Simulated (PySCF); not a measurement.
# C₂H₇BP₂: electronic excitations and core binding energies

Aim: predict the electronic excitations and core binding energies of C₂H₇BP₂ (`C=CB(P)P`).

The runs use PySCF 2.14.0, with density-fitted response routines of our own; the level of theory stands in each step. All values are computed, except where a source is named. Atoms are numbered from 0 throughout.

## (1) The molecule as given

12 atoms, charge 0, multiplicity 1; geometry from: GFN2-xTB.

Bonds of the start (Å): C0–C1 1.33, C1–B2 1.54, B2–P3 1.89, B2–P4 1.89, C0–H5 1.08, C0–H6 1.08, C1–H7 1.09, P3–H8 1.38, P3–H9 1.38, P4–H10 1.38, P4–H11 1.38.

## (2) TDDFT and polarisability: CAM-B3LYP/def2-SVPD

Job settings and geometry (Å):

```
{"job": {"kind": "uv", "xc": "CAM-B3LYP", "basis": "def2-SVPD", "nstates": 8, "ntriplets": 3}, "charge": 0, "multiplicity": 1}
C     -0.787170    -1.669160    -0.956118
C     -0.238398    -1.158883     0.147035
B      0.166524     0.322052     0.298035
P     -0.616957     1.668598    -0.768791
P      1.503855     0.807078     1.539133
H     -1.006502    -2.719002    -1.072985
H     -1.016334    -1.037961    -1.803091
H     -0.013343    -1.844699     0.959675
H     -1.953678     1.353162    -0.613739
H     -0.622791     2.696872     0.157243
H      2.157799     1.772732     0.794180
H      2.428194    -0.191475     1.293395
```

Level: TDDFT CAM-B3LYP/def2-SVPD, vertical, gas phase, core orbitals frozen in the response.

Launch:

```bash
$ OMP_NUM_THREADS=1 python probes_run.py task.json out
```

One launch serves the whole session: the jobs run in the order shown.

The program printed:

```text
coarse grid: 10848 points
cycle   1  E = -787.4900889840  dE =  4.264e-01  |g| = 2.376e-01  |ddm| = 4.941e+00
cycle   2  E = -787.5033711670  dE = -1.328e-02  |g| = 1.767e-01  |ddm| = 7.978e-01
cycle   3  E = -787.5116217369  dE = -8.251e-03  |g| = 4.291e-02  |ddm| = 3.022e-01
cycle   4  E = -787.5120705133  dE = -4.488e-04  |g| = 2.338e-02  |ddm| = 9.341e-02
cycle   5  E = -787.5122228280  dE = -1.523e-04  |g| = 3.565e-03  |ddm| = 3.892e-02
cycle   6  E = -787.5122276724  dE = -4.844e-06  |g| = 1.057e-03  |ddm| = 8.972e-03
final grid: 95080 points
cycle   7  E = -787.6091362761  dE = -1.548e-05  |g| = 2.735e-03  |ddm| = 5.330e-02
cycle   8  E = -787.6091367445  dE = -4.684e-07  |g| = 2.510e-03  |ddm| = 9.245e-03
cycle   9  E = -787.6091384537  dE = -1.709e-06  |g| = 2.095e-04  |ddm| = 3.557e-03
cycle  10  E = -787.6091384628  dE = -9.089e-09  |g| = 1.562e-04  |ddm| = 5.118e-04
cycle  11  E = -787.6091384697  dE = -6.869e-09  |g| = 1.918e-05  |ddm| = 2.636e-04
cycle  12  E = -787.6091384699  dE = -1.796e-10  |g| = 6.031e-06  |ddm| = 6.677e-05
converged SCF energy = -787.6091384699

Static polarisability (au): isotropic 94.804, principal 68.689 98.112 117.611

Singlet excitations
state   eV       nm        f      main configurations
  1   4.3938    282.2   0.09871   H->L 0.92
  2   4.7682    260.0   0.14182   H-1->L 0.93
  3   5.9006    210.1   0.02177   H-3->L 0.91
  4   6.0290    205.6   0.17145   H-2->L 0.81, H-4->L 0.10
  5   6.5454    189.4   0.02637   H->L+1 0.80, H-1->L+1 0.09
  6   6.6022    187.8   0.00998   H-1->L+1 0.73, H->L+1 0.09
  7   6.7178    184.6   0.01868   H->L+2 0.34, H->L+4 0.17, H-1->L+2 0.15
  8   6.7760    183.0   0.00407   H-4->L 0.64, H-2->L 0.09

Triplet excitations (Tamm-Dancoff, eV): 3.3143 3.9446 4.3137
```

Run time: 54 s. Hardware: 1 thread of Intel Xeon at 2.50GHz, shared host; peak memory 0.73 GiB.

The orbitals next to the gap, with their largest atomic shares:

| orbital | eV | atoms |
| --- | --- | --- |
| HOMO−3 | -10.69 | C1 24 %, B2 22 %, P3 13 % |
| HOMO−2 | -10.10 | C1 32 %, C0 26 %, B2 14 % |
| HOMO−1 | -8.57 | P4 42 %, P3 27 %, B2 12 % |
| HOMO | -8.44 | P3 32 %, P4 18 %, B2 15 % |
| LUMO | -0.93 | B2 30 %, C0 20 %, C1 16 % |
| LUMO+1 | 0.91 | B2 42 %, P4 11 %, P3 10 % |
| LUMO+2 | 1.64 | P3 24 %, P4 20 %, C0 10 % |

With each of the 8 states as a Gaussian band of 0.4 eV half-width at 1/e, the curve within the window shown has maxima at 267 nm (ε 7,900), 205 nm (ε 8,000) L/(mol cm). Beyond the last state computed it falls off for lack of states. The curve at chosen wavelengths:

```
 nm  ε (L/mol/cm)
175           724
181          1862
187          3091
193          4670
199          6851
205          8038
211          6892
217          4383
223          2240
229          1271
235          1481
241          2618
247          4298
254          6264
260          7435
266          7907
272          7718
278          7027
284          6023
290          4877
296          3736
302          2711
308          1867
314          1224
320           766
326           460
```

Further results of this job:

| property | computed |
| --- | --- |
| dipole moment (D) | 1.04 |
| polarisability (Å³) | 14.05 |
| HOMO–LUMO gap (eV) | 7.51 |
| −ε(HOMO) (eV) | 8.44 |

## (3) Core holes by ΔSCF: SCAN, X2C

Settings changed since step 2:

```diff
@@ -1,2 +1,2 @@
-{"job": {"kind": "uv", "xc": "CAM-B3LYP", "basis": "def2-SVPD", "nstates": 8, "ntriplets": 3}, "charge": 0, "multiplicity": 1}
+{"job": {"kind": "xps"}, "charge": 0, "multiplicity": 1}
 C     -0.787170    -1.669160    -0.956118
```

Method: delta-SCF UKS SCAN, pcX-2 on the ionised atom, pcseg-1 elsewhere, spin-free X2C.

The program printed:

```text
ground state, core basis on atom 0 (C), 144 functions
  cycle   1  E = -789.35332644  |g| = 3.97e-01
  cycle   2  E = -789.31881257  |g| = 5.17e-01
  cycle   3  E = -789.39862797  |g| = 1.09e-01
  cycle   4  E = -789.40220669  |g| = 3.75e-02
  cycle   5  E = -789.40250100  |g| = 1.87e-02
  cycle   6  E = -789.40261175  |g| = 4.43e-03
  cycle   7  E = -789.40261710  |g| = 1.45e-03
  cycle   8  E = -789.40262182  |g| = 4.37e-04
  E(ground) = -789.45029701 Eh
hole in C 1s of atom 0
  cycle   1  E = -778.14201902  |g| = 1.50e+00
  cycle   2  E = -776.41548562  |g| = 2.08e+00
  cycle   3  E = -778.46099799  |g| = 6.17e-01
  cycle   4  E = -778.53551537  |g| = 4.97e-01
  cycle   5  E = -778.71327302  |g| = 1.63e-01
  cycle   6  E = -778.73217780  |g| = 8.69e-02
  cycle   7  E = -778.73796874  |g| = 2.74e-02
  cycle   8  E = -778.73829138  |g| = 1.60e-02
  cycle   9  E = -778.73852833  |g| = 3.87e-03
  cycle  10  E = -778.73854685  |g| = 2.12e-03
  cycle  11  E = -778.73855391  |g| = 1.12e-03
  cycle  12  E = -778.73855508  |g| = 5.41e-04
  cycle  13  E = -778.73855488  |g| = 1.31e-04
  E(ion) = -778.78547153 Eh   <S^2> = 0.7981   hole on atom = 1.000   binding energy = 290.205 eV
ground state, core basis on atom 1 (C), 144 functions
  cycle   1  E = -789.40222532  |g| = 6.29e-02
  cycle   2  E = -789.40130975  |g| = 6.51e-02
  cycle   3  E = -789.40204807  |g| = 3.90e-02
  cycle   4  E = -789.40246807  |g| = 8.03e-03
  cycle   5  E = -789.40249120  |g| = 9.31e-04
  cycle   6  E = -789.40249025  |g| = 3.69e-04
  E(ground) = -789.45021086 Eh
hole in C 1s of atom 1
  cycle   1  E = -778.15961819  |g| = 1.51e+00
  cycle   2  E = -775.98863372  |g| = 2.21e+00
  cycle   3  E = -778.37040147  |g| = 6.97e-01
  cycle   4  E = -778.62931937  |g| = 4.30e-01
  cycle   5  E = -778.71647933  |g| = 1.97e-01
  cycle   6  E = -778.73798783  |g| = 6.90e-02
  cycle   7  E = -778.74182061  |g| = 2.16e-02
  cycle   8  E = -778.74222440  |g| = 7.12e-03
  cycle   9  E = -778.74228602  |g| = 3.96e-03
  cycle  10  E = -778.74232548  |g| = 3.11e-03
  cycle  11  E = -778.74235120  |g| = 2.72e-03
  cycle  12  E = -778.74237149  |g| = 1.36e-03
  cycle  13  E = -778.74238160  |g| = 7.83e-04
  cycle  14  E = -778.74238330  |g| = 4.43e-04
  E(ion) = -778.78880574 Eh   <S^2> = 0.8151   hole on atom = 1.000   binding energy = 290.112 eV
ground state, core basis on atom 2 (B), 144 functions
  cycle   1  E = -789.39351389  |g| = 5.36e-02
  cycle   2  E = -789.39224054  |g| = 7.04e-02
  cycle   3  E = -789.39364658  |g| = 2.65e-02
  cycle   4  E = -789.39384199  |g| = 9.21e-03
  cycle   5  E = -789.39386837  |g| = 6.65e-04
  cycle   6  E = -789.39386655  |g| = 2.75e-04
  E(ground) = -789.44261335 Eh
hole in B 1s of atom 2
  cycle   1  E = -781.77160629  |g| = 1.18e+00
  cycle   2  E = -780.11774051  |g| = 2.03e+00
  cycle   3  E = -782.09479216  |g| = 4.24e-01
  cycle   4  E = -782.15355656  |g| = 3.08e-01
  cycle   5  E = -782.21093510  |g| = 1.03e-01
  cycle   6  E = -782.21741589  |g| = 3.39e-02
  cycle   7  E = -782.21802635  |g| = 2.32e-02
  cycle   8  E = -782.21841101  |g| = 8.23e-03
  cycle   9  E = -782.21844859  |g| = 8.12e-03
  cycle  10  E = -782.21852297  |g| = 3.69e-03
  cycle  11  E = -782.21855900  |g| = 2.40e-03
  cycle  12  E = -782.21858293  |g| = 1.56e-03
  cycle  13  E = -782.21859157  |g| = 9.80e-04
  cycle  14  E = -782.21859841  |g| = 5.48e-04
  cycle  15  E = -782.21859872  |g| = 5.78e-04
  cycle  16  E = -782.21860007  |g| = 2.45e-04
  E(ion) = -782.26868187 Eh   <S^2> = 0.8350   hole on atom = 1.000   binding energy = 195.213 eV
ground state, core basis on atom 3 (P), 155 functions
  cycle   1  E = -789.51461594  |g| = 3.39e-01
  cycle   2  E = -789.51445785  |g| = 3.59e-02
  cycle   3  E = -789.51388179  |g| = 5.48e-02
  cycle   4  E = -789.51490894  |g| = 8.58e-03
  cycle   5  E = -789.51492185  |g| = 4.90e-03
  cycle   6  E = -789.51492718  |g| = 6.81e-04
  cycle   7  E = -789.51492755  |g| = 1.42e-04
  E(ground) = -789.53272901 Eh
hole in P 1s of atom 3
  cycle   1  E = -709.36881218  |g| = 4.72e+00
  cycle   2  E = -708.08259553  |g| = 2.51e+00
  cycle   3  E = -703.41541972  |g| = 2.42e+00
  cycle   4  E = -710.48643725  |g| = 2.50e-01
  cycle   5  E = -710.48330673  |g| = 2.46e-01
  cycle   6  E = -710.51701110  |g| = 7.36e-02
  cycle   7  E = -710.52092275  |g| = 2.77e-02
  cycle   8  E = -710.52147564  |g| = 8.39e-03
  cycle   9  E = -710.52150660  |g| = 4.04e-03
  cycle  10  E = -710.52151569  |g| = 9.49e-04
  cycle  11  E = -710.52151650  |g| = 3.43e-04
  E(ion) = -710.53950619 Eh   <S^2> = 0.7518   hole on atom = 1.000   binding energy = 2149.515 eV
hole in P 2p of atom 3
  cycle   1  E = -784.10351007  |g| = 1.38e+00
  cycle   2  E = -782.74889648  |g| = 1.68e+00
  cycle   3  E = -784.16950317  |g| = 6.27e-01
  cycle   4  E = -784.49152795  |g| = 1.09e-01
  cycle   5  E = -784.49564095  |g| = 5.77e-02
  cycle   6  E = -784.49720265  |g| = 2.93e-02
  cycle   7  E = -784.49750492  |g| = 1.84e-02
  cycle   8  E = -784.49770854  |g| = 3.67e-03
  cycle   9  E = -784.49771391  |g| = 1.96e-03
  cycle  10  E = -784.49771877  |g| = 7.85e-04
  cycle  11  E = -784.49771816  |g| = 3.45e-04
  E(ion) = -784.52614546 Eh   <S^2> = 0.7536   hole on atom = 1.002   binding energy = 136.236 eV
  2p3/2 = 136.002 eV   2p1/2 = 136.893 eV
```

Run time: 2.5 min. Hardware: 1 thread of Intel Xeon at 2.50GHz, shared host; peak memory 0.49 GiB.

Binding energies by hole, beside the orbital energy of the ground state; the difference holds orbital relaxation and, for a density functional, its self-interaction error:

| hole | stands for | environment | ΔSCF (eV; 2p as the shell's mean) | −ε (eV) | ⟨S²⟩ |
| --- | --- | --- | --- | --- | --- |
| C1s on C0 | C0 | terminal =CH2 carbon | 290.20 | 274.1 | 0.798 |
| C1s on C1 | C1 | alkene CH | 290.11 | 273.6 | 0.815 |
| B1s on B2 | B2 | boron bonded to C, 2 P | 195.21 | 180.5 | 0.835 |
| P1s on P3 | P3, P4 | phosphorus bonded to B, 2 H | 2149.52 | 2092.4 | 0.752 |
| P2p on P3 | P3, P4 | phosphorus bonded to B, 2 H | 136.30 | 125.4 | 0.754 |

Each hole run stands for the others of its class of like atoms.

With the spin-orbit splitting: P3 2p3/2 136.00, 2p1/2 136.89 eV. The table gives each 2p level as the mean over the whole 2p shell (two parts 2p3/2, one part 2p1/2), which differs a little from the single hole in the log.

## (4) Results

| quantity | value |
| --- | --- |
| lowest singlet (CAM-B3LYP/def2-SVPD) | 4.39 eV (282 nm), f = 0.099 |
| brightest single state of those computed | state 4, 6.03 eV, f = 0.171 |
| lowest triplet | 3.31 eV |
| C1s binding energies, SCAN/pcX-2 | C0 290.20, C1 290.11 eV |
| B1s binding energies, SCAN/pcX-2 | B2 195.21 eV |
| P1s binding energies, SCAN/pcX-2 | P3 2149.52 eV |
| P2p binding energies, SCAN/pcX-2 | P3 136.30 eV |

**Reading.** The first singlet state (HOMO→LUMO 0.92) lies at 4.39 eV and is bright; of the 8 states computed, the strongest absorption comes from state 4 at 6.03 eV. The lowest triplet lies 1.08 eV below the lowest singlet (triplets in Tamm-Dancoff, singlets in full TDDFT). The C1s levels kept as sound span 0.09 eV, from C1 (alkene CH) up to C0 (terminal =CH2 carbon).
